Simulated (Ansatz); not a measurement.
# SiF4 + H2O: a complex and its separated parts

The complex below is one end of an elementary step. How strongly is it bound against its free parts?

The runs use Ansatz 0.2.0, Gaussian basis; PBE0-D4/def2-TZVP structures, single points in def2-TZVPP, no counterpoise correction.

Levels: SPW92, PBE-D4, BLYP-D4, r2SCAN-D4, B97M-V, PBE0-D4, B3LYP-D4, r2SCAN0-D4, BHLYP-D4, CAM-B3LYP-D4, wB97X-V, wB97M-V, B2PLYP, PBE-QIDH, RPA on PBE, Hartree-Fock, MP2, CCSD, CCSD(T).

Correlated methods freeze the cores. B3LYP uses VWN-RPA correlation. B2PLYP carries no dispersion term here.

94 further runs of the same task are left out: 94 set aside as unsound or not needed.

### Step 1. The system as given

The complex: 8 atoms, charge 0, spin multiplicity 1.

Atoms are counted from 1 here; the program's logs count them from 0.

Bond lengths: Si1–F2 1.567 Å, Si1–F3 1.567 Å, Si1–F4 1.572 Å, Si1–F5 1.560 Å, H6–O7 0.960 Å, O7–H8 0.960 Å. Angles: F2–Si1–F3 112.4°, F2–Si1–F4 105.9°, F2–Si1–F5 112.8°, F3–Si1–F4 105.9°, F3–Si1–F5 112.7°, F4–Si1–F5 106.5°, H6–O7–H8 105.7°.

As a file:

```mol
F4H2OSi
  3D, bonds by distance, orders not assigned

  8  6  0  0  0  0  0  0  0  0999 V2000
   -0.9450   -0.4785   -0.2611 Si  0  0
   -0.3567   -1.1382    1.0329 F   0  0
    0.0436   -0.5594   -1.4743 F   0  0
   -2.1889   -1.3519   -0.6607 F   0  0
   -1.4785    0.9669   -0.0140 F   0  0
    1.7055    0.6098    1.2075 H   0  0
    1.2824    0.9940    0.4356 O   0  0
    1.9375    0.9573   -0.2659 H   0  0
  1  2  8  0
  1  3  8  0
  1  4  8  0
  1  5  8  0
  6  7  8  0
  7  8  8  0
M  END
```

Its parts: SiF4 holds atoms 1, 2, 3, 4, 5; H2O holds atoms 6, 7, 8. Each part counts its atoms afresh in its own runs.

### Step 2. Relaxing SiF4 alone

Contents of relax-a/in.yaml:

```yaml
crystal:
  periodic: [false, false, false]
  atoms:
    - {symbol: Si, position_ang: [-0.945035, -0.478494, -0.261124]}
    - {symbol: F, position_ang: [-0.356667, -1.138160, 1.032878]}
    - {symbol: F, position_ang: [0.043628, -0.559407, -1.474322]}
    - {symbol: F, position_ang: [-2.188910, -1.351948, -0.660671]}
    - {symbol: F, position_ang: [-1.478518, 0.966856, -0.013991]}
basis:
  gaussian: {orbitals: def2-TZVP}
hamiltonian: {xc: pbe0, dispersion: d4}
relax: {f_tol: 0.005, max_steps: 200}
```

Command:

```sh
ansatz run in.yaml --threads 8 --pin off --events-out ev --progress --plain --max-ram 19148MiB
```

What it wrote, cut to the lines that bear on the results:

```text
Functional definition: PBE0
  name "PBE0"
  cite "Adamo & Barone, J. Chem. Phys. 110, 6158 (1999) doi:10.1063/1.478522"
  cite "Perdew, Burke & Ernzerhof, Phys. Rev. Lett. 77, 3865 (1996) doi:10.1103/PhysRevLett.77.3865"
  parent pbe
[...]
892 factors; their error is unknown
[...]
mean field -18744.13189406 eV, -688.8341418779 hartree, gradient 1.3e-6 eV, S^2 0.000000; 0 other end points of the search recorded, 0 dependent functions left out
[...]
reference -18744.13191307 eV, -688.8341425764 hartree; 25, 25 occupied and 136, 136 virtual orbitals, 892 factors
[...]
reference -18744.19945233 eV, -688.8366245986 hartree; 25, 25 occupied and 136, 136 virtual orbitals, 892 factors
Total energy: -18744.27059000 eV, -688.8392388595 hartree
Atom 0 at    -0.985096    -0.512228    -0.275444 Å, force    -0.000214    -0.000177    -0.000072 eV/Å
Atom 1 at    -0.335004    -1.100151     1.017200 Å, force    -0.000136     0.000292    -0.000610 eV/Å
Atom 2 at     0.056934    -0.534253    -1.438582 Å, force    -0.000355    -0.000064     0.000582 eV/Å
Atom 3 at    -2.226151    -1.373490    -0.671962 Å, force     0.000611     0.000567     0.000184 eV/Å
Atom 4 at    -1.436186     0.958969    -0.008441 Å, force     0.000094    -0.000619    -0.000085 eV/Å
Dipole moment:     0.000011     0.000007     0.000004 e Å
```

Wall time 3.9 s (8 threads of Arm Neoverse V1, shared host).

Along the way:

| step | energy from step 1 (eV) | largest force component (eV/Å) |
| --- | --- | --- |
| 1 | 0.0000 | 0.9647 |
| 2 | -0.0386 | 0.6741 |
| 3 | -0.0675 | 0.0379 |
| 4 | -0.0676 | 0.0006 |

Close pairs (by a distance rule), those that changed most:

| bond | before (Å) | after (Å) | change (Å) |
| --- | --- | --- | --- |
| Si1–F4 | 1.572 | 1.562 | -0.010 |
| Si1–F3 | 1.567 | 1.562 | -0.005 |
| Si1–F2 | 1.567 | 1.562 | -0.005 |
| Si1–F5 | 1.560 | 1.562 | +0.001 |

### Step 3. Relaxing H2O alone

Contents of relax-b/in.yaml:

```yaml
crystal:
  periodic: [false, false, false]
  atoms:
    - {symbol: H, position_ang: [1.705492, 0.609774, 1.207536]}
    - {symbol: O, position_ang: [1.282413, 0.993975, 0.435578]}
    - {symbol: H, position_ang: [1.937497, 0.957302, -0.265885]}
basis:
  gaussian: {orbitals: def2-TZVP}
hamiltonian: {xc: pbe0, dispersion: d4}
relax: {f_tol: 0.005, max_steps: 200}
```

Command:

```sh
ansatz run in.yaml --threads 8 --pin off --events-out ev --progress --plain --max-ram 19148MiB
```

What it wrote, cut to the lines that bear on the results:

```text
[... 5 set-up lines as earlier in the session ...]
[...]
239 factors; their error is unknown
[...]
mean field -2078.33269654 eV, -76.3773178535 hartree, gradient 1.2e-5 eV, S^2 0.000000; 0 other end points of the search recorded, 0 dependent functions left out
[...]
reference -2078.33309085 eV, -76.3773323441 hartree; 5, 5 occupied and 38, 38 virtual orbitals, 239 factors
Total energy: -2078.33734663 eV, -76.3774887408 hartree
Atom 0 at     1.707372     0.610244     1.203568 Å, force     0.000367    -0.000317     0.000616 eV/Å
Atom 1 at     1.279929     0.994945     0.435416 Å, force    -0.000918     0.000358    -0.000060 eV/Å
Atom 2 at     1.938102     0.955862    -0.261755 Å, force     0.000551    -0.000041    -0.000556 eV/Å
Dipole moment:     0.400303    -0.156263     0.026175 e Å
```

It took 0.5 s on 8 threads of Arm Neoverse V1, shared host.

Step by step:

| step | energy from step 1 (eV) | largest force component (eV/Å) |
| --- | --- | --- |
| 1 | 0.0000 | 0.0836 |
| 2 | -0.0003 | 0.0348 |
| 3 | -0.0004 | 0.0114 |
| 4 | -0.0004 | 0.0009 |

Close pairs (by a distance rule), those that changed most:

| bond | before (Å) | after (Å) | change (Å) |
| --- | --- | --- | --- |
| O2–H3 | 0.960 | 0.960 | -0.001 |
| H1–O2 | 0.960 | 0.960 | -0.001 |

### Step 4. SPW92/def2-TZVPP

Contents of parta/in.yaml:

```yaml
crystal:
  periodic: [false, false, false]
  atoms:
    - {symbol: Si, position_ang: [-0.985096, -0.512228, -0.275444]}
    - {symbol: F, position_ang: [-0.335004, -1.100151, 1.017200]}
    - {symbol: F, position_ang: [0.056934, -0.534253, -1.438582]}
    - {symbol: F, position_ang: [-2.226151, -1.373490, -0.671962]}
    - {symbol: F, position_ang: [-1.436186, 0.958969, -0.008441]}
basis:
  gaussian: {orbitals: def2-TZVPP}
hamiltonian: {xc: lda}
```

Contents of partb/in.yaml:

```yaml
crystal:
  periodic: [false, false, false]
  atoms:
    - {symbol: H, position_ang: [1.707372, 0.610244, 1.203568]}
    - {symbol: O, position_ang: [1.279929, 0.994945, 0.435416]}
    - {symbol: H, position_ang: [1.938102, 0.955862, -0.261755]}
basis:
  gaussian: {orbitals: def2-TZVPP}
hamiltonian: {xc: lda}
```

One command serves all of them, each in its own folder.

Command:

```sh
ansatz run in.yaml --threads 8 --pin off --events-out ev --progress --plain --max-ram 19148MiB
```

Log of parta, cut to the lines that bear on the results:

```text
Functional definition: SPW92
  name "SPW92"
  cite "Dirac, Proc. Camb. Phil. Soc. 26, 376 (1930) doi:10.1017/S0305004100016108"
  cite "Slater, Phys. Rev. 81, 385 (1951) doi:10.1103/PhysRev.81.385"
  cite "Perdew & Wang, Phys. Rev. B 45, 13244 (1992) doi:10.1103/PhysRevB.45.13244"
[...]
912 factors; their error is unknown
[...]
mean field -18657.80466263 eV, -685.6616746374 hartree, gradient 5.7e-5 eV, S^2 0.000000; 0 other end points of the search recorded, 0 dependent functions left out
reference -18657.80468794 eV, -685.6616755677 hartree; 25, 25 occupied and 141, 141 virtual orbitals, 912 factors
Total energy: -18657.80468794 eV, -685.6616755677 hartree
```

Log of partb, cut to the lines that bear on the results:

```text
[... 5 set-up lines as earlier in the session ...]
[...]
269 factors; their error is unknown
[...]
mean field -2065.39692785 eV, -75.9019371223 hartree, gradient 5.3e-5 eV, S^2 0.000000; 0 other end points of the search recorded, 0 dependent functions left out
reference -2065.39694668 eV, -75.9019378143 hartree; 5, 5 occupied and 54, 54 virtual orbitals, 269 factors
Total energy: -2065.39694668 eV, -75.9019378143 hartree
```

They took 0.35 s (parta), 0.1 s (partb) on 8 threads of Arm Neoverse V1, shared host.

### Step 5. PBE-D4/def2-TZVPP

Each input of step 4 (parta, partb) changes in the same lines:

```diff
-hamiltonian: {xc: lda}
+hamiltonian: {xc: pbe, dispersion: d4}
```

Each run has its own folder and the same command.

Command:

```sh
ansatz run in.yaml --threads 8 --pin off --events-out ev --progress --plain --max-ram 19148MiB
```

Output in parta, cut to the lines that bear on the results:

```text
Functional definition: PBE
  name "PBE"
[... 2 set-up lines as earlier in the session ...]
[...]
912 factors; their error is unknown
[...]
mean field -18743.43655563 eV, -688.8085886619 hartree, gradient 6.4e-5 eV, S^2 0.000000; 0 other end points of the search recorded, 0 dependent functions left out
reference -18743.43658381 eV, -688.8085896974 hartree; 25, 25 occupied and 141, 141 virtual orbitals, 912 factors
Total energy: -18743.52298098 eV, -688.8117647347 hartree
```

Log of partb, cut to the lines that bear on the results:

```text
[... 4 set-up lines as earlier in the session ...]
[...]
269 factors; their error is unknown
[...]
mean field -2078.40755506 eV, -76.3800688532 hartree, gradient 4.4e-5 eV, S^2 0.000000; 0 other end points of the search recorded, 0 dependent functions left out
reference -2078.40757553 eV, -76.3800696056 hartree; 5, 5 occupied and 54, 54 virtual orbitals, 269 factors
Total energy: -2078.41289252 eV, -76.3802650013 hartree
```

Times: 0.5 s (parta), 0.15 s (partb) on 8 threads of Arm Neoverse V1, shared host.

### Step 6. BLYP-D4/def2-TZVPP

Each input of step 5 (parta, partb) changes in the same lines:

```diff
-hamiltonian: {xc: pbe, dispersion: d4}
+hamiltonian: {xc: {name: BLYP}, dispersion: d4}
```

The same command starts each run, in its folder.

Command:

```sh
ansatz run in.yaml --threads 8 --pin off --events-out ev --progress --plain --max-ram 19148MiB
```

parta printed, cut to the lines that bear on the results:

```text
Functional definition: BLYP
  name "BLYP"
  cite "Becke, Phys. Rev. A 38, 3098 (1988) doi:10.1103/PhysRevA.38.3098"
  cite "Lee, Yang & Parr, Phys. Rev. B 37, 785 (1988) doi:10.1103/PhysRevB.37.785"
[...]
912 factors; their error is unknown
[...]
mean field -18757.11140615 eV, -689.3111301493 hartree, gradient 8.2e-5 eV, S^2 0.000000; 0 other end points of the search recorded, 0 dependent functions left out
reference -18757.11165278 eV, -689.3111392126 hartree; 25, 25 occupied and 141, 141 virtual orbitals, 912 factors
Total energy: -18757.30988155 eV, -689.3184239859 hartree
```

Log of partb, cut to the lines that bear on the results:

```text
[... 4 set-up lines as earlier in the session ...]
[...]
269 factors; their error is unknown
[...]
mean field -2080.27676786 eV, -76.4487611567 hartree, gradient 8.6e-5 eV, S^2 0.000000; 0 other end points of the search recorded, 0 dependent functions left out
reference -2080.27695741 eV, -76.4487681224 hartree; 5, 5 occupied and 54, 54 virtual orbitals, 269 factors
Total energy: -2080.28979967 eV, -76.4492400667 hartree
```

They took 0.55 s (parta), 0.15 s (partb) on 8 threads of Arm Neoverse V1, shared host.

### Step 7. r2SCAN-D4/def2-TZVPP

The same edit goes into each in.yaml of step 6 (parta, partb):

```diff
-hamiltonian: {xc: {name: BLYP}, dispersion: d4}
+hamiltonian: {xc: r2scan, dispersion: d4}
```

One command serves all of them, each in its own folder.

Command:

```sh
ansatz run in.yaml --threads 8 --pin off --events-out ev --progress --plain --max-ram 19148MiB
```

parta printed, cut to the lines that bear on the results:

```text
Functional definition: r2SCAN
  name "r2SCAN"
  cite "Furness, Kaplan, Ning, Perdew & Sun, J. Phys. Chem. Lett. 11, 8208 (2020) doi:10.1021/acs.jpclett.0c02405"
  cite "Furness, Kaplan, Ning, Perdew & Sun, J. Phys. Chem. Lett. 11, 9248 (2020) doi:10.1021/acs.jpclett.0c03077"
  parent r2scan
[...]
912 factors; their error is unknown
[...]
mean field -18752.93411022 eV, -689.1576173555 hartree, gradient 1.2e-5 eV, S^2 0.000000; 0 other end points of the search recorded, 0 dependent functions left out
reference -18752.93411770 eV, -689.1576176303 hartree; 25, 25 occupied and 141, 141 virtual orbitals, 912 factors
Total energy: -18752.95350842 eV, -689.1583302259 hartree
```

partb printed, cut to the lines that bear on the results:

```text
[... 5 set-up lines as earlier in the session ...]
[...]
269 factors; their error is unknown
[...]
mean field -2079.58114566 eV, -76.4231975122 hartree, gradient 8.5e-5 eV, S^2 0.000000; 0 other end points of the search recorded, 0 dependent functions left out
reference -2079.58115086 eV, -76.4231977034 hartree; 5, 5 occupied and 54, 54 virtual orbitals, 269 factors
Total energy: -2079.58242337 eV, -76.4232444673 hartree
```

Wall times: 1.2 s (parta), 0.4 s (partb) on 8 threads of Arm Neoverse V1, shared host.

### Step 8. B97M-V/def2-TZVPP

Each input of step 7 (parta, partb) changes in the same lines:

```diff
-hamiltonian: {xc: r2scan, dispersion: d4}
+hamiltonian: {xc: {name: B97M-V}}
```

The same command starts each run, in its folder.

Command:

```sh
ansatz run in.yaml --threads 8 --pin off --events-out ev --progress --plain --max-ram 19148MiB
```

Output in parta, cut to the lines that bear on the results:

```text
Functional definition: B97M-V
  name "B97M-V"
  cite "Mardirossian & Head-Gordon, J. Chem. Phys. 142, 074111 (2015) doi:10.1063/1.4907719"
  cite "Becke, J. Chem. Phys. 107, 8554 (1997) doi:10.1063/1.475007"
  cite "Vydrov & Van Voorhis, J. Chem. Phys. 133, 244103 (2010) doi:10.1063/1.3521275"
  # Of w^i u^j: cxij and so on, Table III.
[...]
  gx(w, u) = cx00 + cx01*u + cx02*u^2 + (cx10 + cx11*u)*w
[...]
  gos(w, u) = cos00 + cos01*u + cos03*u^3 + cos10*w + cos32*w^3*u^2
[...]
      + integral(e_c_pw_mod_opposite_spin*gos(b97_w_opposite, b97_u_opposite)) + vv10(b, c)
912 factors; their error is unknown
[...]
mean field -18752.00796677 eV, -689.1235822113 hartree, gradient 6.6e-5 eV, S^2 0.000000; 0 other end points of the search recorded, 0 dependent functions left out
reference -18752.00800778 eV, -689.1235837183 hartree; 25, 25 occupied and 141, 141 virtual orbitals, 912 factors
Total energy: -18752.00800778 eV, -689.1235837183 hartree
```

partb printed, cut to the lines that bear on the results:

```text
[... 5 set-up lines as earlier in the session ...]
  # Of w^i u^j: cxij and so on, Table III.
[...]
  gx(w, u) = cx00 + cx01*u + cx02*u^2 + (cx10 + cx11*u)*w
[...]
  gos(w, u) = cos00 + cos01*u + cos03*u^3 + cos10*w + cos32*w^3*u^2
[...]
      + integral(e_c_pw_mod_opposite_spin*gos(b97_w_opposite, b97_u_opposite)) + vv10(b, c)
269 factors; their error is unknown
[...]
mean field -2079.93551804 eV, -76.4362204569 hartree, gradient 2.9e-5 eV, S^2 0.000000; 0 other end points of the search recorded, 0 dependent functions left out
reference -2079.93554485 eV, -76.4362214423 hartree; 5, 5 occupied and 54, 54 virtual orbitals, 269 factors
Total energy: -2079.93554485 eV, -76.4362214423 hartree
```

Times: 1.6 s (parta), 0.3 s (partb) on 8 threads of Arm Neoverse V1, shared host.

### Step 9. PBE0-D4/def2-TZVPP

Each input of step 8 (parta, partb) changes in the same lines:

```diff
-hamiltonian: {xc: {name: B97M-V}}
+hamiltonian: {xc: pbe0, dispersion: d4}
+output: {orbitals: {seedname: orbitals}}
```

Each run has its own folder and the same command.

Command:

```sh
ansatz run in.yaml --threads 8 --pin off --events-out ev --progress --plain --max-ram 19148MiB
```

Output in parta, cut to the lines that bear on the results:

```text
[... 5 set-up lines as earlier in the session ...]
[...]
915 factors; their error is unknown
[...]
mean field -18744.20665025 eV, -688.8368891172 hartree, gradient 2.2e-5 eV, S^2 0.000000; 0 other end points of the search recorded, 0 dependent functions left out
reference -18744.20666906 eV, -688.8368898083 hartree; 25, 25 occupied and 141, 141 virtual orbitals, 915 factors
Total energy: -18744.27780673 eV, -688.8395040693 hartree
```

partb printed, cut to the lines that bear on the results:

```text
[... 5 set-up lines as earlier in the session ...]
[...]
269 factors; their error is unknown
[...]
mean field -2078.42782320 eV, -76.3808136936 hartree, gradient 1.2e-5 eV, S^2 0.000000; 0 other end points of the search recorded, 0 dependent functions left out
reference -2078.42783770 eV, -76.3808142266 hartree; 5, 5 occupied and 54, 54 virtual orbitals, 269 factors
Total energy: -2078.43209347 eV, -76.3809706233 hartree
```

They took 0.7 s (parta), 0.15 s (partb) on 8 threads of Arm Neoverse V1, shared host.

### Step 10. B3LYP-D4/def2-TZVPP

The same edit goes into each in.yaml of step 9 (parta, partb):

```diff
-hamiltonian: {xc: pbe0, dispersion: d4}
-output: {orbitals: {seedname: orbitals}}
+hamiltonian: {xc: {name: B3LYP}, dispersion: d4}
```

Each run has its own folder and the same command.

Command:

```sh
ansatz run in.yaml --threads 8 --pin off --events-out ev --progress --plain --max-ram 19148MiB
```

Output in parta, cut to the lines that bear on the results:

```text
Functional definition: B3LYP
  name "B3LYP"
  cite "Stephens, Devlin, Chabalowski & Frisch, J. Phys. Chem. 98, 11623 (1994) doi:10.1021/j100096a001"
[... 2 set-up lines as earlier in the session ...]
  cite "Vosko, Wilk & Nusair, Can. J. Phys. 58, 1200 (1980) doi:10.1139/p80-159"
[...]
915 factors; their error is unknown
[...]
mean field -18758.37441991 eV, -689.3575450490 hartree, gradient 1.7e-5 eV, S^2 0.000000; 0 other end points of the search recorded, 0 dependent functions left out
reference -18758.37459461 eV, -689.3575514688 hartree; 25, 25 occupied and 141, 141 virtual orbitals, 915 factors
Total energy: -18758.51540264 eV, -689.3627260687 hartree
```

Log of partb, cut to the lines that bear on the results:

```text
[... 6 set-up lines as earlier in the session ...]
[...]
269 factors; their error is unknown
[...]
mean field -2080.76395781 eV, -76.4666650572 hartree, gradient 1.1e-5 eV, S^2 0.000000; 0 other end points of the search recorded, 0 dependent functions left out
reference -2080.76409617 eV, -76.4666701418 hartree; 5, 5 occupied and 54, 54 virtual orbitals, 269 factors
Total energy: -2080.77252212 eV, -76.4669797898 hartree
```

They took 0.7 s (parta), 0.15 s (partb) on 8 threads of Arm Neoverse V1, shared host.

### Step 11. r2SCAN0-D4/def2-TZVPP

The same edit goes into each in.yaml of step 10 (parta, partb):

```diff
-hamiltonian: {xc: {name: B3LYP}, dispersion: d4}
+hamiltonian: {xc: {name: r2SCAN0}, dispersion: d4}
```

The same command starts each run, in its folder.

Command:

```sh
ansatz run in.yaml --threads 8 --pin off --events-out ev --progress --plain --max-ram 19148MiB
```

Output in parta, cut to the lines that bear on the results:

```text
Functional definition: r2SCAN0
  name "r2SCAN0"
  cite "Bursch, Neugebauer, Ehlert & Grimme, J. Chem. Phys. 156, 134105 (2022) doi:10.1063/5.0086040"
[... 3 set-up lines as earlier in the session ...]
[...]
915 factors; their error is unknown
[...]
mean field -18751.41361903 eV, -689.1017403348 hartree, gradient 1.0e-5 eV, S^2 0.000000; 0 other end points of the search recorded, 0 dependent functions left out
reference -18751.41362446 eV, -689.1017405344 hartree; 25, 25 occupied and 141, 141 virtual orbitals, 915 factors
Total energy: -18751.43632762 eV, -689.1025748602 hartree
```

Log of partb, cut to the lines that bear on the results:

```text
[... 6 set-up lines as earlier in the session ...]
[...]
269 factors; their error is unknown
[...]
mean field -2079.27471704 eV, -76.4119364681 hartree, gradient 2.0e-5 eV, S^2 0.000000; 0 other end points of the search recorded, 0 dependent functions left out
reference -2079.27472114 eV, -76.4119366187 hartree; 5, 5 occupied and 54, 54 virtual orbitals, 269 factors
Total energy: -2079.27612527 eV, -76.4119882197 hartree
```

Wall times: 1.4 s (parta), 0.4 s (partb) on 8 threads of Arm Neoverse V1, shared host.

### Step 12. BHLYP-D4/def2-TZVPP

Each input of step 11 (parta, partb) changes in the same lines:

```diff
-hamiltonian: {xc: {name: r2SCAN0}, dispersion: d4}
+hamiltonian: {xc: {name: BHLYP}, dispersion: d4}
```

One command serves all of them, each in its own folder.

Command:

```sh
ansatz run in.yaml --threads 8 --pin off --events-out ev --progress --plain --max-ram 19148MiB
```

Log of parta, cut to the lines that bear on the results:

```text
Functional definition: BHLYP
  name "BHLYP"
  cite "Becke, J. Chem. Phys. 98, 1372 (1993) doi:10.1063/1.464304"
[... 2 set-up lines as earlier in the session ...]
[...]
1010 factors; their error is unknown
[...]
mean field -18754.28646810 eV, -689.2073155908 hartree, gradient 3.5e-6 eV, S^2 0.000000; 0 other end points of the search recorded, 0 dependent functions left out
reference -18754.28657944 eV, -689.2073196823 hartree; 25, 25 occupied and 141, 141 virtual orbitals, 1010 factors
Total energy: -18754.38845531 eV, -689.2110635515 hartree
```

Log of partb, cut to the lines that bear on the results:

```text
[... 5 set-up lines as earlier in the session ...]
[...]
295 factors; their error is unknown
[...]
mean field -2079.57892459 eV, -76.4231158893 hartree, gradient 2.0e-5 eV, S^2 0.000000; 0 other end points of the search recorded, 0 dependent functions left out
reference -2079.57901538 eV, -76.4231192258 hartree; 5, 5 occupied and 54, 54 virtual orbitals, 295 factors
Total energy: -2079.58396713 eV, -76.4233011993 hartree
```

Wall times: 0.8 s (parta), 0.15 s (partb) on 8 threads of Arm Neoverse V1, shared host.

[end of part 1 of 2]
